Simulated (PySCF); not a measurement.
# Ways to converge the SCF of CaBr⁻ (triplet)

Do solver options change the result for CaBr⁻ (triplet), or only the number of cycles?

The runs use PySCF 2.14.0; method and basis as typed in the scripts.

2 further runs of the same task are left out: 2 that didn't finish.

## Step 1: The starting structure

CaBr⁻ (triplet): 2 atoms, charge -1, spin multiplicity 3.

Bond lengths: Ca1–Br2 2.739 Å.

## Step 2: The run that the others are compared with

Input file input.py:

```python
from pyscf import gto, scf

mol = gto.M(
    atom='Ca 0 0 0; Br 0 0 2.739',
    basis='pcseg-1',
    charge=-1,
    spin=2,
    verbose=4,
)
mf = scf.UHF(mol)
mf = mf.density_fit(auxbasis='def2-universal-jkfit')
mf.kernel()
mf.dip_moment()
print('orbital energies (hartree):', [e[max(0, n-3):n+3].round(4) for e, n in zip(mf.mo_energy, mol.nelec)])
```

Command:

```
> OMP_NUM_THREADS=1 python input.py
```

The log of this run is left out.

It gives: E(SCF) = -3248.804504 Eh, 11 cycles, ⟨S²⟩ = 2.001.

The bond length is a typed value, not an optimised one. The dipole of an ion depends on the origin. The triplet is typed in the script; nothing here shows that it is the ground state.

## Step 3: Level shift 0.3 hartree

Run 1 changes level shift: none → 0.3 hartree.

Input file input.py:

```python
from pyscf import gto, scf

mol = gto.M(
    atom='Ca 0 0 0; Br 0 0 2.739',
    basis='pcseg-1',
    charge=-1,
    spin=2,
    verbose=4,
)
mf = scf.UHF(mol)
mf = mf.density_fit(auxbasis='def2-universal-jkfit')
mf.level_shift = 0.3
mf.kernel()
mf.dip_moment()
print('orbital energies (hartree):', [e[max(0, n-3):n+3].round(4) for e, n in zip(mf.mo_energy, mol.nelec)])
```

Command:

```
> OMP_NUM_THREADS=1 python input.py
```

## Step 4: Smearing width 0.05 hartree

Run 2 changes smearing width: none → 0.05 hartree.

Edit input.py of step 2 so:

```diff
@@ -11,2 +11,3 @@
 mf = mf.density_fit(auxbasis='def2-universal-jkfit')
+mf = scf.addons.smearing_(mf, sigma=0.05, method='fermi')
 mf.kernel()
```

## Step 5: Convergence threshold 1e-05 hartree

Run 3 changes convergence threshold: default → 1e-05 hartree.

Edit input.py of step 2 so:

```diff
@@ -11,2 +11,3 @@
 mf = mf.density_fit(auxbasis='def2-universal-jkfit')
+mf.conv_tol = 1e-05
 mf.kernel()
```

Q: Predict the outcome of this session. Wanted: for each run, E(SCF); from base; gap, α spin.

The runs gave:

| run | E(SCF) (hartree) | from base (eV) | cycles | gap, α spin (eV) |
| --- | --- | --- | --- | --- |
| base | -3248.804504 | 0 | 11 | 5.52 |
| level shift 0.3 hartree | -3248.804504 | 0.0000 | 19 | 5.52 |
| smearing width 0.05 hartree | -3248.747649 | not comparable | 15 | n/a |
| convergence threshold 1e-05 hartree | -3248.804504 | 0.0000 | 8 | 5.52 |

Distance from each run's final energy (log10 hartree) by cycle:

```csv
run,cycle 1,cycle 2,cycle 3,cycle 5,cycle 8,cycle 12
base,-1.4,-2.1,-2.5,-3.7,-6.8,done
level shift 0.3 hartree,-1.2,-1.6,-1.9,-2.7,-3.8,-5.7
smearing width 0.05 hartree,-1.5,-2.1,-2.4,-3.0,-5.4,-8.4
convergence threshold 1e-05 hartree,-1.4,-2.1,-2.5,-3.7,-7.0,done
```

The highest filled level of this anion is positive: the basis lacks diffuse functions or the electron is not bound, so these numbers hang on the basis. With level shift 0.3 hartree or convergence threshold 1e-05 hartree the SCF ends at the base energy. The base needs 11 cycles and the run with level shift 0.3 hartree needs 19.
